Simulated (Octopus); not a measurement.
# H2 (hydrogen): SVWN5 (scalar, in the pseudopotentials, pseudodojo_pbe potentials, pseudopotentials pseudodojo_pbe, grid spacing 0.17 angstrom)

Aim: the electronic atomisation energy of H2 (hydrogen) at SVWN5 (scalar, in the pseudopotentials, pseudodojo_pbe potentials, pseudopotentials pseudodojo_pbe, grid spacing 0.17 angstrom), from 2 runs. 

The results are computed with Octopus 16.4.

16 further runs of the same task are left out: 13 that didn't finish, 3 set aside as unsound or not needed.

## Step 1: Starting point

H2: 2 atoms, total charge 0, spin state singlet. As SMILES, `[H][H]`. The shape is that of a PBE0-D4/def2-TZVP optimisation.

Bond lengths: H1–H2 0.746 Å.

## Step 2: Energy and gradient at SVWN5 (scalar, in the pseudopotentials, pseudodojo_pbe potentials, pseudopotentials pseudodojo_pbe, grid spacing 0.17 angstrom)

Input file geometry.xyz:

```xyz
2

H      0.319300    -0.099200     0.165500
H     -0.319300     0.099200    -0.165500
```

On the command line:

```bash
$ OMP_NUM_THREADS=1 octopus > gs.log
```

The program printed:

```text
Version                : 16.4
[... 46 lines left out ...]
** Warning:
[... 69 lines left out ...]
Converged eigenvectors: 0
#  State  Eigenvalue [eV]  Occupation    Error
[... 4 lines left out ...]
Converged eigenvectors: 0
#  State  Eigenvalue [eV]  Occupation    Error
[... 62 lines left out ...]
Converged eigenvectors: 0
#  State  Eigenvalue [eV]  Occupation    Error
[... 4 lines left out ...]
Converged eigenvectors: 0
#  State  Eigenvalue [eV]  Occupation    Error
[... 1 line left out ...]
Info: SCF converged in   23 iterations
[... 1 line left out ...]
**   Some of the states are not fully converged!
[... 1 line left out ...]
Octopus emitted 3 warnings.
```

It took 3.9 s on 1 thread of Intel Xeon 6975P-C (Granite Rapids), shared host; peak memory 0.098 GiB.

## Step 3: The H atom

Input file geometry.xyz:

```xyz
1

H      0.000000     0.000000     0.000000
```

On the command line:

```bash
$ OMP_NUM_THREADS=1 octopus > gs.log
```

The program printed:

```text
Version                : 16.4
[... 116 lines left out ...]
Converged eigenvectors: 0
#  State  Spin  Eigenvalue [eV]  Occupation    Error
[... 11 lines left out ...]
Converged eigenvectors: 0
#  State  Spin  Eigenvalue [eV]  Occupation    Error
[... 57 lines left out ...]
Converged eigenvectors: 0
#  State  Spin  Eigenvalue [eV]  Occupation    Error
[... 11 lines left out ...]
Converged eigenvectors: 0
#  State  Spin  Eigenvalue [eV]  Occupation    Error
[... 8 lines left out ...]
Info: SCF converged in   19 iterations
[... 1 line left out ...]
**   Some of the states are not fully converged!
[... 1 line left out ...]
Octopus emitted 2 warnings.
```

Wall time 6 s (1 thread of Intel Xeon 6975P-C (Granite Rapids), shared host); peak memory 0.12 GiB.

## Step 4: What came out

At SVWN5 (scalar, in the pseudopotentials, pseudodojo_pbe potentials, pseudopotentials pseudodojo_pbe, grid spacing 0.17 angstrom):

```
                                  quantity        value
                    molecule: total energy  -1.13850 Eh
                   molecule: dipole moment       0.00 D
                     molecule: HOMO energy    -10.25 eV
        molecule: largest force on an atom   0.576 eV/Å
                      H atom: total energy  -0.47879 Eh
                     H atom: dipole moment       0.00 D
H atom: HOMO energy (highest over α and β)     -7.32 eV
          H atom: largest force on an atom   0.000 eV/Å
             electronic atomisation energy     4.923 eV
```

In words: Taking the molecule apart into free atoms costs 4.92 eV (114 kcal/mol), before zero-point energy and without spin-orbit coupling. The largest force (molecule) is 0.58 eV/Å: the shape isn't a stationary point for this species at this level.
